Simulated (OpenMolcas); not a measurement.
# CH3BFN (SMILES BN=CF): levels of theory compared

We compute a comparison of 6 runs (HF/3-21G, B3LYP/6-31G*, B3LYP/aug-cc-pVDZ, BLYP/aug-cc-pVDZ, M06-L/aug-cc-pVDZ, CCSD(T)/aug-cc-pVDZ) of CH3BFN. 

Program for the calculation: OpenMolcas 26.06.

**1. The structure to begin with**

The species is CH3BFN (7 atoms), meant as a singlet with charge 0. As SMILES, `BN=CF`. The shape is that of a PBE0-D4/def2-TZVP optimisation.

Bond lengths: B1–N2 1.364 Å, N2–C3 1.223 Å, C3–F4 1.339 Å, B1–H5 1.196 Å, B1–H6 1.196 Å, C3–H7 1.088 Å. Angles: B1–N2–C3 178.6°, N2–C3–F4 122.5°, N2–B1–H5 118.8°, N2–B1–H6 118.8°, N2–C3–H7 126.7°, F4–C3–H7 110.8°, H5–B1–H6 122.5°.

**2. Energy and gradient at HF/3-21G (run 1)**

The input, job.input:

```
&gateway
 baslib=$CurrDir
 basisset
 B.3-21G....
 B1 -0.480500 1.089800 0.570900 angstrom
 End of Basis
 basisset
 N.3-21G....
 N2 0.018600 -0.008400 -0.066500 angstrom
 End of Basis
 basisset
 C.3-21G....
 C3 0.466800 -1.006900 -0.611700 angstrom
 End of Basis
 basisset
 F.3-21G....
 F4 0.739900 -2.132000 0.060700 angstrom
 End of Basis
 basisset
 H.3-21G....
 H5 0.284400 1.897100 1.009900 angstrom
 H6 -1.666300 1.214200 0.659800 angstrom
 H7 0.698200 -1.122000 -1.669000 angstrom
 End of Basis

&seward

&scf
 thresholds=1e-10 1e-07 1e-07 1e-05
 prorbitals=1 2

&alaska
```

The basis set 3-21G is read from a file made from the Basis Set Exchange's data (not shown).

The run is started by

```console
$ export MOLCAS_MEM=1860
$ pymolcas job.input > job.log
```

Log:

```text
--- Start Module: gateway ---
[...]
--- Stop Module: gateway /rc=_RC_ALL_IS_WELL_ ---
[...]
      Basis functions           42
[...]
--- Start Module: scf ---
[...]
       Convergence after  13 Iterations
[...]
::    Total SCF energy                               -216.9875236854
[...]
      Total spin, S                                     0.0000000000
[...]
      Total electronic charge=   30.000000
      Total            charge=   -0.000000
[...]
      Dipole Moment (debye):
      Origin of the operator (angstrom)=    0.2361   -0.6556   -0.0141
                   X=  3.5144E-01               Y= -6.0029E-02               Z= -1.8317E+00           Total=  1.8661E+00
      Quadrupole Moment (debye*angstrom):
[...]
 *              Molecular gradients               *
 **************************************************
  Irreducible representation: a
 ------------------------------------------------------------------------------------------
                              X                       Y                       Z
 ------------------------------------------------------------------------------------------
  B1                7.33274857824906E-03   -1.61500385831053E-02   -9.34011557747638E-03
  N2               -1.22716972110211E-02    2.59725629161895E-02    1.76400750550567E-02
  C3                6.54149074541355E-03   -2.47836262025434E-02    1.15792220218207E-02
  F4               -4.46872627711148E-03    1.64383925220495E-02   -7.12654863375928E-03
  H5                4.12968507051015E-03    1.51847366930369E-03    8.23468785786652E-04
  H6               -4.19923186475479E-03   -1.39550357560725E-03   -6.45460845284052E-04
  H7                2.93573095870714E-03   -1.60026074628938E-03   -1.29306408061423E-02
 ------------------------------------------------------------------------------------------
[...]
```

It took 2.2 s on 1 thread of Arm Neoverse V1, shared host; peak memory 0.38 GiB.

**3. Energy and gradient at B3LYP/6-31G(d) (Cartesian functions) (run 2)**

The input, mol.xyz:

```xyz
7

B     -0.480500     1.089800     0.570900
N      0.018600    -0.008400    -0.066500
C      0.466800    -1.006900    -0.611700
F      0.739900    -2.132000     0.060700
H      0.284400     1.897100     1.009900
H     -1.666300     1.214200     0.659800
H      0.698200    -1.122000    -1.669000
```

The input, mol.inp:

```
* CH3BFN Kohn-Sham DFT

&GATEWAY
 BasLib=$CurrDir
 Coord=mol.xyz
 Basis=6-31Gs
 Group=NoSym

&SEWARD
 GridInput
 Grid=UltraFine
 End of Grid

&SCF
 KSDFT=B3LYP
 Thresholds=1e-10 1e-07 1e-07 1e-05
 PrOrbitals=1 1

&ALASKA
```

The basis set 6-31G* is read from a file made from the Basis Set Exchange's data (not shown).

The run is started by

```console
$ export MOLCAS_MEM=1860
$ pymolcas mol.inp > mol.log
```

Log:

```text
--- Start Module: gateway ---
[...]
--- Stop Module: gateway /rc=_RC_ALL_IS_WELL_ ---
[...]
      Basis functions           66
[...]
--- Start Module: scf ---
[...]
       Convergence after  16 Iterations
[...]
::    Total KS-DFT energy                            -219.3558176868
[...]
      Total spin, S                                     0.0000000000
[...]
      Total electronic charge=   30.000000
      Total            charge=   -0.000000
[...]
      Dipole Moment (debye):
      Origin of the operator (angstrom)=    0.2361   -0.6556   -0.0141
                   X=  4.0682E-01               Y= -4.0509E-01               Z= -1.4688E+00           Total=  1.5770E+00
      Quadrupole Moment (debye*angstrom):
[...]
 *              Molecular gradients               *
 **************************************************
  Irreducible representation: a
 ------------------------------------------------------------------------------------------
                              X                       Y                       Z
 ------------------------------------------------------------------------------------------
  B1                1.63162785649096E-03   -3.54730020257144E-03   -2.17851489634491E-03
  N2                4.33701659430064E-03   -1.06558392452296E-02   -3.33496554948121E-03
  C3               -3.62224470648576E-03    6.07700626518870E-03    8.07652119775248E-03
  F4               -2.49446484142579E-03    8.95932211452255E-03   -3.56139659319776E-03
  H5                1.76943532513629E-04   -4.01220037363537E-04   -2.15924724126237E-04
  H6                1.82243003387761E-04   -3.99507107355257E-04   -1.91365137262922E-04
  H7               -2.11121438815964E-04   -3.24617872234922E-05    1.40564570267410E-03
 ------------------------------------------------------------------------------------------
[...]
```

It took 22 s on 1 thread of Arm Neoverse V1, shared host; peak memory 0.41 GiB.

Runs 3 to 4 aren't shown in full; the table further down has their settings and results.

**4. Energy and gradient at M06-L/aug-cc-pVDZ (run 5)**

The input, test.inp:

```
&GATEWAY
BasLib
$CurrDir
Coord
7
angstrom
B       -0.480500       1.089800       0.570900
N        0.018600      -0.008400      -0.066500
C        0.466800      -1.006900      -0.611700
F        0.739900      -2.132000       0.060700
H        0.284400       1.897100       1.009900
H       -1.666300       1.214200       0.659800
H        0.698200      -1.122000      -1.669000
Basis
aug-cc-pVDZ
Group
NoSym
&SEWARD
GridInput
Grid=UltraFine
End of Grid
&SCF
KSDFT
M06L
Thresholds
1e-10 1e-07 1e-07 1e-05
PrOrbitals
0
&ALASKA
```

The basis set aug-cc-pVDZ is read from a file made from the Basis Set Exchange's data (not shown).

The run is started by

```console
$ export MOLCAS_MEM=1860
$ pymolcas test.inp > test.log
```

Log:

```text
--- Start Module: gateway ---
[...]
--- Stop Module: gateway /rc=_RC_ALL_IS_WELL_ ---
[...]
      Basis functions          119
[...]
--- Start Module: scf ---
[...]
       Convergence after  15 Iterations
[...]
::    Total KS-DFT energy                            -219.3504051023
[...]
      Total spin, S                                     0.0000000000
[...]
      Total electronic charge=   30.000000
      Total            charge=   -0.000000
[...]
      Dipole Moment (debye):
      Origin of the operator (angstrom)=    0.2361   -0.6556   -0.0141
                   X=  3.0623E-01               Y= -1.5009E-01               Z= -1.4056E+00           Total=  1.4464E+00
      Quadrupole Moment (debye*angstrom):
[...]
 *              Molecular gradients               *
 **************************************************
  Irreducible representation: a
 ------------------------------------------------------------------------------------------
                              X                       Y                       Z
 ------------------------------------------------------------------------------------------
  B1                1.61421050498323E-04   -3.40747674535180E-04   -2.31109687810260E-04
  N2                6.70475365991652E-03   -1.51363783440148E-02   -7.76869483147102E-03
  C3               -3.66510197292946E-03    4.59800267815424E-03    1.12119802286266E-02
  F4               -2.92511252874483E-03    1.14115164854809E-02   -5.94986889910931E-03
  H5               -5.01877083864066E-04   -9.59485010284755E-04   -5.19424097111809E-04
  H6                1.11045344449057E-03   -3.96597613647742E-04   -2.06553199678328E-04
  H7               -8.84536569409677E-04    8.23689478831262E-04    3.46367048654628E-03
 ------------------------------------------------------------------------------------------
[...]
```

Run time: 90 s. Hardware: 1 thread of Arm Neoverse V1, shared host; peak memory 0.75 GiB.

**5. The energy at CCSD(T)/aug-cc-pVDZ (Cholesky decomposition) (run 6)**

The input, mol.input:

```
&GATEWAY
 BASLIB=$CurrDir
 COORD
 7
 bohr
 B     -0.90801340     2.05942353     1.07884464
 N      0.03514891    -0.01587370    -0.12566679
 C      0.88212415    -1.90276523    -1.15594547
 F      1.39820836    -4.02889610     0.11470638
 H      0.53743811     3.58499943     1.90843441
 H     -3.14885064     2.29450546     1.24684130
 H      1.31940678    -2.12027271    -3.15395290
 BASIS=aug-cc-pVDZ
 GROUP=NoSym

&SEWARD
 HIGH

&SCF
 THRESHOLDS=1e-10 1e-07 1e-07 1e-05
 PRORBITALS=1 2

&CHCC
 FROZEN=4
 THRESHOLD=1e-08
 MAXITERATIONS=80

&CHT3
 FROZEN=4
```

The basis set aug-cc-pVDZ is read from a file made from the Basis Set Exchange's data (not shown).

The run is started by

```console
$ export MOLCAS_MEM=1860
$ pymolcas mol.input > mol.log
```

Log:

```text
--- Start Module: gateway ---
[...]
--- Stop Module: gateway /rc=_RC_ALL_IS_WELL_ ---
[...]
      Basis functions          119
[...]
       Convergence after  14 Iterations
[...]
::    Total SCF energy                               -218.2090024287
[...]
      Total spin, S                                     0.0000000000
[...]
      Total electronic charge=   30.000000
      Total            charge=   -0.000000
[...]
      Dipole Moment (debye):
      Origin of the operator (angstrom)=    0.2361   -0.6556   -0.0141
                   X=  2.8914E-01               Y=  1.5277E-02               Z= -1.6322E+00           Total=  1.6577E+00
      Quadrupole Moment (debye*angstrom):
[...]
--- Start Module: chcc ---
[...]
--- Stop Module: chcc /rc=_RC_ALL_IS_WELL_ ---
[...]
--- Start Module: cht3 ---
[...]
--- Stop Module: cht3 /rc=_RC_ALL_IS_WELL_ ---
[...]
```

Wall time 14 min (1 thread of Arm Neoverse V1, shared host); peak memory 0.3 GiB.

**6. Overview of the runs**

```csv
run,level,Cartesian functions,integration grid,energy (Eh),dipole moment (D) of the reference,HOMO energy (eV),LUMO energy (eV),wall time
1,HF/3-21G,no,–,-216.987524,1.87,-11.55,3.77,2.2 s
2,B3LYP/6-31G* (Cartesian functions),yes,UltraFine,-219.355818,1.58,-8.13,-0.37,22 s
3,B3LYP/aug-cc-pVDZ,no,UltraFine,-219.384781,1.52,-8.43,-0.92,67 s
4,BLYP/aug-cc-pVDZ,no,UltraFine,-219.327783,1.48,-7.23,-1.61,62 s
5,M06-L/aug-cc-pVDZ,no,UltraFine,-219.350405,1.45,-7.47,-1.35,90 s
6,CCSD(T)/aug-cc-pVDZ (Cholesky decomposition),no,–,-218.847650,1.66,-11.71,0.90,14 min
```

**7. What came out**

```
                                          quantity          value
                               run 6: total energy  -218.84765 Eh
         run 6: dipole moment (mean-field density)         1.66 D
        run 6: HOMO energy (Hartree–Fock orbitals)      -11.71 eV
        run 6: LUMO energy (Hartree–Fock orbitals)        0.90 eV
      run 6: HOMO–LUMO gap (Hartree–Fock orbitals)       12.61 eV
run 6: correlation energy (4 core orbitals frozen)     -638.6 mEh
                             run 6: (T) correction     -21.48 mEh
```

Over runs 1, 2, 3, 4, 5 the dipole moment (its size) runs from 1.45 D (M06-L/aug-cc-pVDZ) to 1.87 D (HF/3-21G). The two ends differ in method and basis. Over runs 1, 2, 3, 4, 5 the HOMO–LUMO gap runs from 5.62 eV (BLYP/aug-cc-pVDZ) to 15.31 eV (HF/3-21G). Totals of different functionals can't be ranked against each other. All runs together took 18 min, the longest 14 min.
